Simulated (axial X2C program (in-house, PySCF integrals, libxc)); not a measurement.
# SnCO⁺: bond lengths and stretches, held linear

How do method and spin–orbit coupling move the bonds and stretches of SnCO⁺, held linear?

Computed with an in-house X2C program for linear molecules on PySCF integrals. Level: all-electron X2C, two-component (2c) or spin-free, Sn dyall-v3z, C dyall-v3z, O dyall-av3z.

All values are calculated.

2 further runs of the same task are left out: 2 set aside as unsound or not needed.

## 1. The job

task.json

```json
{
 "zs": [
  50,
  6,
  8
 ],
 "q": 1,
 "bas": [
  "dyall-v3z",
  "dyall-v3z",
  "dyall-av3z"
 ],
 "r0": [
  2.1,
  1.13
 ],
 "symm": 0,
 "scan": [
  "PBE0",
  "HF",
  "LDA"
 ],
 "levels": [
  "PBE0",
  "HF",
  "B3LYP"
 ],
 "nst": 2
}
```

Keys: zs atomic numbers; q charge; bas basis sets; r0 starting distance in Å; symm equal bonds; scan levels of the two-bond scan (MP2 follows by itself at each HF point); levels methods; nst determinants followed.

Run with:

```console
$ python solin.py task.json out
```

Masses Sn 119.902, C 12.000, O 15.995 u.

## 2. Scan at PBE0, 2c

State: Ω = 1/2 (beyond evenly filled blocks: ω = 1/2). Energies above the lowest point, from the job's result record:

```tsv
r(Sn–C) (Å)	r(C–O) (Å)	E (meV)
2.4122	1.0891	57.78
2.4122	1.1170	6.03
2.4122	1.1449	55.63
2.4740	1.0891	49.29
2.4740	1.1170	0.00
2.4740	1.1449	52.34
2.4740	1.1728	187.89
2.5358	1.0891	51.34
2.5358	1.1170	3.78
2.5358	1.1449	58.10
2.5977	1.1170	15.00
2.5977	1.1728	209.93
```

A quadratic surface with cubic terms in each bond gives the minimum at 2.478 and 1.116 Å, force constants 0.396, 21 and coupling 0.18 mdyn/Å.

## 3. Scan at HF, 2c

State: Ω = 1/2 (beyond evenly filled blocks: ω = 1/2). Energies above the lowest point, from the job's result record:

```tsv
r(Sn–C) (Å)	r(C–O) (Å)	E (meV)
2.4122	1.0891	98.23
2.4122	1.1170	148.42
2.4122	1.1449	303.27
2.4740	1.0891	41.92
2.4740	1.1170	91.43
2.4740	1.1449	245.78
2.4740	1.1728	486.14
2.5358	1.0891	0.00
2.5358	1.1170	48.43
2.5358	1.1449	201.83
2.5977	1.1170	16.63
2.5977	1.1728	407.24
```

A quadratic surface with cubic terms in each bond gives the minimum at 2.568 and 1.091 Å, force constants 0.402, 25.1 and coupling -0.09 mdyn/Å.

## 4. Scan at MP2, 2c

State: Ω = 1/2 (beyond evenly filled blocks: ω = 1/2). Energies above the lowest point, from the job's result record:

```tsv
r(Sn–C) (Å)	r(C–O) (Å)	E (meV)
2.4122	1.0891	130.47
2.4122	1.1170	27.45
2.4122	1.1449	25.08
2.4740	1.0891	110.42
2.4740	1.1170	8.31
2.4740	1.1449	6.81
2.4740	1.1728	88.16
2.5358	1.0891	102.63
2.5358	1.1170	1.03
2.5358	1.1449	0.00
2.5977	1.1170	3.00
2.5977	1.1728	83.81
```

A quadratic surface with cubic terms in each bond gives the minimum at 2.551 and 1.131 Å, force constants 0.352, 18.9 and coupling 0.04 mdyn/Å.

## 5. The levels side by side

| level | r(Sn–C) (Å) | r(C–O) (Å) | lower stretch (cm⁻¹) | upper stretch (cm⁻¹) |
| --- | --- | --- | --- | --- |
| PBE0, 2c | 2.478 | 1.116 | 172.1 | 2277.9 |
| HF, 2c | 2.568 | 1.091 | 172.5 | 2501.6 |
| MP2, 2c | 2.551 | 1.131 | 161.9 | 2164.2 |
| PBE0, spin-free | 2.439 | 1.117 | 184.7 | 2269.5 |

Scans not shown above were run alike.

In words: Over the levels the Sn–C bond spans 2.439 to 2.568 Å and the C–O bond 1.091 to 1.131 Å. At PBE0 going from spin-free to two-component moves the bonds by +0.039 and -0.001 Å; a shift this large can also mean another determinant. A spread of over 0.1 Å marks a weak, flat bond or a change of state between levels. Each state is one determinant, the lowest of a limited PBE0 search; the stretches come from a fit to few points and are good to some per cent at best. MP2 freezes inner shells (threshold -2 hartree). The molecule was held linear; bending was not examined, so a bent shape may lie lower. Note: functional without a current term on a determinant with orbital currents, of the molecule or an atom.
